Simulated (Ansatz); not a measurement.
# CH₃ClFSc: a ladder of functionals and wavefunction methods

The task here is to estimate one member of a computed series from the others.

Computed with Ansatz 0.2.0, Gaussian basis. Level: functionals in def2-TZVPP, the program's frozen cores in correlated methods.

The runs, in order: LDA (SPW92), PBE-D4, revPBE-D4, BLYP-D4, r2SCAN-D4, B97M-V, PBE0-D4, B3LYP-D4, r2SCANh-D4, r2SCAN0-D4, HSE06-D4, BHLYP-D4, CAM-B3LYP-D4, LC-ωPBE, ωB97X-V, ωB97M-V, B2PLYP, PBE-QIDH; CCSD(T)/def2-SVP; CCSD(T)/def2-TZVPP; MP2/def2-QZVPP; extrapolation to the limit; RPA on PBE.

### The geometry

All runs share one geometry, relaxed beforehand with PBE0-D4 in a triple-zeta def2 set.

7 atoms, charge 0, spin multiplicity 1.

Atoms are counted from 1 here; the program's logs count them from 0.

Bond lengths: C1–Sc2 2.156 Å, C1–H5 1.097 Å, C1–H6 1.096 Å, C1–H7 1.099 Å, Sc2–F3 1.831 Å, Sc2–Cl4 2.307 Å. Angles: Sc2–C1–H5 111.3°, Sc2–C1–H6 113.5°, Sc2–C1–H7 110.2°, H5–C1–H6 108.1°, H5–C1–H7 106.4°, H6–C1–H7 107.0°, C1–Sc2–F3 115.8°, C1–Sc2–Cl4 118.1°, F3–Sc2–Cl4 126.1°.

The first run:

in.yaml

```yaml
crystal:
  periodic: [false, false, false]
  atoms:
    - {symbol: C, position_ang: [-0.206533, 1.000161, 0.007239]}
    - {symbol: Sc, position_ang: [0.315110, -1.090281, 0.091582]}
    - {symbol: F, position_ang: [1.825482, -1.496271, 1.043004]}
    - {symbol: Cl, position_ang: [-1.014191, -2.587904, -1.054867]}
    - {symbol: H, position_ang: [-1.294523, 1.140767, 0.028732]}
    - {symbol: H, position_ang: [0.229345, 1.591600, 0.819999]}
    - {symbol: H, position_ang: [0.145310, 1.441938, -0.935689]}
basis:
  gaussian: {orbitals: def2-TZVPP}
hamiltonian: {xc: lda}
output: {orbitals: {seedname: orbitals}}
```

Steps of the session up to this table: LDA; PBE-D4 (GGA); revPBE-D4 (GGA); BLYP-D4 (GGA); r2SCAN-D4 (meta-GGA); B97M-V (meta-GGA); PBE0-D4 (hybrid); B3LYP-D4 (hybrid); r2SCANh-D4 (hybrid); r2SCAN0-D4 (hybrid); HSE06-D4 (hybrid); BHLYP-D4 (hybrid); CAM-B3LYP-D4 (range-separated); LC-ωPBE (range-separated); ωB97X-V (range-separated); ωB97M-V (range-separated); B2PLYP (double hybrid); PBE-QIDH (double hybrid).

One of the session's tables, all rows but one given; the rest of the session is left out.

It belongs to the step «Frontier levels by functional». 

```
  functional  HOMO (eV)  LUMO (eV)  gap (eV)
 LDA (SPW92)      -6.46      -3.73      2.73
      PBE-D4      -6.29      -3.50      2.80
   revPBE-D4      -6.23      -3.35      2.88
     BLYP-D4      -6.16      -3.54      2.62
   r2SCAN-D4      -6.56      -3.17      3.39
      B97M-V      -6.62      -3.35      3.28
     PBE0-D4          ?          ?         ?
    B3LYP-D4      -7.41      -2.95      4.46
  r2SCANh-D4      -7.07      -2.83      4.24
  r2SCAN0-D4      -7.83      -2.32      5.50
    HSE06-D4      -7.24      -2.91      4.33
    BHLYP-D4      -8.88      -1.80      7.08
CAM-B3LYP-D4      -9.07      -1.71      7.36
     LC-ωPBE     -10.48      -0.33     10.15
     ωB97X-V     -10.09      -0.53      9.56
     ωB97M-V      -9.96      -0.87      9.09
```

Estimate the missing values for PBE0-D4.

**Answer.** HOMO (eV): -7.65; LUMO (eV): -2.53; gap (eV): 5.12. In the column «HOMO (eV)» it lies between r2SCAN0-D4 (-7.83) and B3LYP-D4 (-7.41).
